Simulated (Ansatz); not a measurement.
# CHBr2: the cost of one run

Program: Ansatz 0.2.0. Level of theory: the levels named in each step. These are calculated values, not measurements.

### Step 1. The starting structure

Bond lengths: Br1–C2 1.848 Å, C2–Br3 1.848 Å, C2–H4 1.071 Å. Angles: Br1–C2–Br3 121.2°, Br1–C2–H4 119.4°, Br3–C2–H4 119.3°.

Structure file:

```xyz
4

Br   -1.6098   -0.0787   -0.0201
C    -0.0003    0.8225   -0.1247
Br    1.6098   -0.0687    0.0423
H     0.0007    1.8829   -0.2778
```

### Step 2. A rough first relaxation, PBE-D4/def2-SVP

Contents of input.yaml:

```yaml
crystal:
  periodic: [false, false, false]
  atoms:
    - { symbol: Br, position_ang: [-1.60982, -0.07871, -0.02011] }
    - { symbol: C, position_ang: [-0.00028, 0.82248, -0.12474] }
    - { symbol: Br, position_ang: [1.60984, -0.06868, 0.04229] }
    - { symbol: H, position_ang: [0.00066, 1.88286, -0.2778] }
magnetization:
  spin_polarized: true
  initial_magnetization: 1
basis:
  gaussian: { orbitals: def2-SVP }
hamiltonian:
  xc: pbe
  dispersion: d4
relax:
  f_tol: 0.03
  max_steps: 200
```

On the command line:

```bash
ansatz run input.yaml --threads 4 --pin off --max-ram 10240MiB --backend cpu --events-out ev --progress --plain --runs-dir out
```

What time and memory should one allow on 4 threads of AMD EPYC (Zen 3), shared host?

About 8.7 s, with a peak of 0.17 GiB.
